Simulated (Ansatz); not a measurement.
# H₂OSZn + HF: a complex and its separated parts

The complex below is one end of an elementary step. How strongly is it bound against its free parts?

Method: PBE0-D4/def2-TZVP structures, single points in def2-TZVPP, no counterpoise correction; program: Ansatz 0.2.0, Gaussian basis.

Levels: SPW92, PBE-D4, BLYP-D4, r2SCAN-D4, B97M-V, PBE0-D4, B3LYP-D4, r2SCAN0-D4, BHLYP-D4, CAM-B3LYP-D4, wB97X-V, wB97M-V, B2PLYP, PBE-QIDH, RPA on PBE, Hartree-Fock, MP2, CCSD, CCSD(T).

Cores are frozen in the correlated methods. The 3s and 3p shells of Cu and Zn are frozen; filled d shells are correlated. B3LYP uses VWN-RPA correlation. B2PLYP carries no dispersion term here.

95 further runs of the same task are left out: 1 that didn't finish, 94 set aside as unsound or not needed.

### 1 Where the work starts

The complex: 7 atoms, charge 0, spin multiplicity 1.

Atoms are counted from 1 here; the program's logs count them from 0.

Bond lengths: Zn1–O3 1.773 Å, Zn1–S5 2.188 Å, F2–H4 0.947 Å, O3–H6 0.959 Å, S5–H7 1.345 Å. Angles: O3–Zn1–S5 170.9°, Zn1–O3–H6 113.8°, Zn1–S5–H7 93.3°.

Geometry (Å):

```xyz
7

Zn   -0.3565   -0.3797   -0.5642
F     0.5225    0.1734    1.7700
O    -0.0616   -2.0830   -0.9581
H     0.1493    0.9678    1.4141
S    -0.8884    1.7354   -0.3821
H     0.4068   -2.5640   -0.2728
H     0.2281    2.1501   -1.0069
```

Its parts: H₂OSZn holds atoms 1, 3, 5, 6, 7; HF holds atoms 2, 4. Each part counts its atoms afresh in its own runs.

### 2 Relaxing H₂OSZn alone

relax-a/in.yaml

```yaml
crystal:
  periodic: [false, false, false]
  atoms:
    - {symbol: Zn, position_ang: [-0.356509, -0.379702, -0.564187]}
    - {symbol: O, position_ang: [-0.061644, -2.082984, -0.958146]}
    - {symbol: S, position_ang: [-0.888353, 1.735367, -0.382111]}
    - {symbol: H, position_ang: [0.406785, -2.564033, -0.272839]}
    - {symbol: H, position_ang: [0.228135, 2.150116, -1.006866]}
basis:
  gaussian: {orbitals: def2-TZVP}
hamiltonian: {xc: pbe0, dispersion: d4}
relax: {f_tol: 0.005, max_steps: 200}
```

The run is started by

```bash
$ ansatz run in.yaml --threads 4 --pin off --events-out ev --progress --plain --max-ram 9574MiB
```

Further steps of the session: Relaxing HF alone; SPW92/def2-TZVPP; PBE-D4/def2-TZVPP; BLYP-D4/def2-TZVPP; r2SCAN-D4/def2-TZVPP; B97M-V/def2-TZVPP; PBE0-D4/def2-TZVPP; B3LYP-D4/def2-TZVPP; r2SCAN0-D4/def2-TZVPP; BHLYP-D4/def2-TZVPP; CAM-B3LYP-D4/def2-TZVPP; wB97X-V/def2-TZVPP; wB97M-V/def2-TZVPP; B2PLYP/def2-TZVPP; PBE-QIDH/def2-TZVPP; RPA on PBE/def2-TZVPP; CCSD(T)/def2-TZVPP; Vibrations of H₂OSZn; Vibrations of HF.

Before running it: what results should come out? Wanted: complex less parts, CCSD(T)/def2-TZVPP; with zero-point energy; largest T1 diagnostic.

The runs gave:

| quantity | value |
| --- | --- |
| complex less parts, CCSD(T)/def2-TZVPP | -7.0 kcal/mol |
| with zero-point energy | -5.1 kcal/mol |
| largest T1 diagnostic | 0.016 |

**Reading.** At CCSD(T) the complex lies 7.0 kcal/mol below its parts. The functionals run from B2PLYP, off by +0.1 kcal/mol, to SPW92, off by -6.8 kcal/mol, against CCSD(T). By rung, the mean size of the error is: LDA 6.8, GGA 1.9, meta-GGA 1.9, hybrid 1.3, range-separated hybrid 1.6, double hybrid 0.3 kcal/mol. PBE-D4 gives a relative energy 2.6 kcal/mol too low, outside chemical accuracy (1 kcal/mol). No counterpoise was applied, and triple zeta lacks some correlation, so the CCSD(T) reference has a basis error of its own, and close matches with it are partly luck.
